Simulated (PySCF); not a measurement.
The system is O2C2NH3, in a box.

```
O C N H
1.0
    12.00000    0.00000    0.00000
     0.00000   13.00000    0.00000
     0.00000    0.00000   11.00000
O C N H
2 2 1 3
Direct
  0.39568 0.59655 0.50656
  0.57039 0.53619 0.48760
  0.45882 0.51028 0.49281
  0.41725 0.41271 0.52866
  0.41912 0.42593 0.41441
  0.43088 0.65068 0.46060
  0.60923 0.48248 0.44490
  0.39294 0.35255 0.59177
```

Program: PySCF 2.14.0. Alike in all runs: task atomic charges; potentials or basis def2-svp (all-electron); no spin polarisation; cell as given; k mesh 1 × 1 × 1; smearing fixed.

**Question.** Order these runs on this cell by their band gap on the k mesh, lowest first.
A. level BP86+D3(BJM); three-body dispersion term no
B. level TPSS+D3; three-body dispersion term no
C. level PBE50; exxdiv ewald
D. level rSCAN+D3(BJ); three-body dispersion term no

**Answer.** A (3.70 eV), B (3.92 eV), D (4.11 eV), C (9.05 eV).

Caveats: this is a molecule in a periodic box at the Γ point, so its band gap is the HOMO-LUMO gap; the basis of atomic orbitals isn't converged, which shifts pressures, moduli and gaps; these D3(BJ) parameters were fitted with the three-body term, which the run leaves out (some runs).

